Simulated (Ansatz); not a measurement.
# PW7S16 (Tungstenite): the cost of one run

Computed with Ansatz 0.2.0 (DFT, PBE, plane-wave PAW, default files, scalar-relativistic, unless a step's input says otherwise).

The COD entry's cell or inner coordinates are ideal or old and differ from later refinements, so a difference from it is no clean test against experiment.

**1. The starting structure**

Symmetry: P-6m2, No. 187, hexagonal system. The conventional cell has a = 6.360 Å, b = 6.360 Å, c = 12.500 Å, α = 90.00°, β = 90.00°, γ = 120.00°. P (site symmetry -6m2) has 6 S at 2.41 Å as nearest neighbours. W (site symmetry mm2) is surrounded by 6 S at 2.41 Å. W (site symmetry -6m2) is surrounded by 6 S at 2.41 Å. Around S (site symmetry 3m) lie 3 W at 2.41 Å. Around S (site symmetry m) lie 3 W at 2.41 Å. S (site symmetry m) is surrounded by 2 W at 2.41 Å and 1 P at 2.41 Å.

As a file:

```
CELL_PARAMETERS angstrom
6.36000 0.00000 0.00000
-3.18000 5.50792 0.00000
0.00000 0.00000 12.50000
ATOMIC_POSITIONS crystal
P 0.16667 0.33333 0.25000
W 0.16667 0.83333 0.25000
W 0.66667 0.33333 0.25000
W 0.66667 0.83333 0.25000
W 0.33333 0.16667 0.75000
W 0.33333 0.66667 0.75000
W 0.83333 0.16667 0.75000
W 0.83333 0.66667 0.75000
S 0.16667 0.33333 0.62500
S 0.16667 0.83333 0.62500
S 0.66667 0.33333 0.62500
S 0.66667 0.83333 0.62500
S 0.33333 0.16667 0.12500
S 0.33333 0.66667 0.12500
S 0.83333 0.16667 0.12500
S 0.83333 0.66667 0.12500
S 0.16667 0.33333 0.87500
S 0.16667 0.83333 0.87500
S 0.66667 0.33333 0.87500
S 0.66667 0.83333 0.87500
S 0.33333 0.16667 0.37500
S 0.33333 0.66667 0.37500
S 0.83333 0.16667 0.37500
S 0.83333 0.66667 0.37500
```

Atom 1 of the input is the impurity.

**2. Single point at the given positions**

input.yaml

```yaml
crystal:
  lattice:
    - [6.36, 0.0, 0.0]
    - [-3.18, 5.507921568, 0.0]
    - [0.0, 0.0, 12.5]
  atoms:
    - { symbol: P, position: [0.1666666666, 0.3333333334, 0.25] }
    - { symbol: W, position: [0.1666666666, 0.8333333334, 0.25] }
    - { symbol: W, position: [0.6666666666, 0.3333333334, 0.25] }
    - { symbol: W, position: [0.6666666666, 0.8333333334, 0.25] }
    - { symbol: W, position: [0.3333333334, 0.1666666666, 0.75] }
    - { symbol: W, position: [0.3333333334, 0.6666666666, 0.75] }
    - { symbol: W, position: [0.8333333334, 0.1666666666, 0.75] }
    - { symbol: W, position: [0.8333333334, 0.6666666666, 0.75] }
    - { symbol: S, position: [0.1666666666, 0.3333333334, 0.625] }
    - { symbol: S, position: [0.1666666666, 0.8333333334, 0.625] }
    - { symbol: S, position: [0.6666666666, 0.3333333334, 0.625] }
    - { symbol: S, position: [0.6666666666, 0.8333333334, 0.625] }
    - { symbol: S, position: [0.3333333334, 0.1666666666, 0.125] }
    - { symbol: S, position: [0.3333333334, 0.6666666666, 0.125] }
    - { symbol: S, position: [0.8333333334, 0.1666666666, 0.125] }
    - { symbol: S, position: [0.8333333334, 0.6666666666, 0.125] }
    - { symbol: S, position: [0.1666666666, 0.3333333334, 0.875] }
    - { symbol: S, position: [0.1666666666, 0.8333333334, 0.875] }
    - { symbol: S, position: [0.6666666666, 0.3333333334, 0.875] }
    - { symbol: S, position: [0.6666666666, 0.8333333334, 0.875] }
    - { symbol: S, position: [0.3333333334, 0.1666666666, 0.375] }
    - { symbol: S, position: [0.3333333334, 0.6666666666, 0.375] }
    - { symbol: S, position: [0.8333333334, 0.1666666666, 0.375] }
    - { symbol: S, position: [0.8333333334, 0.6666666666, 0.375] }
total_charge: 1
kpoints:
  mp_grid: { grid: [4, 4, 2] }
scf:
  occupations: { method: fermi_dirac, width: 0.01 }
hamiltonian:
  xc: pbe
  pseudopotentials: { kind: paw }
output:
  forces: true
  stress: true
  populations: true
  efg: { quadrupole_moments_barn: { S: -0.0694 }, contact_densities: true }
```

On the command line:

```bash
$ ansatz run input.yaml --threads 1 --pin off --max-ram 3072MiB --backend cpu --events-out ev --progress --plain --runs-dir out
```

Q: Estimate wall time and peak memory on 1 thread of Arm Neoverse V2, shared host.

About 62 s, with a peak of 0.86 GiB.
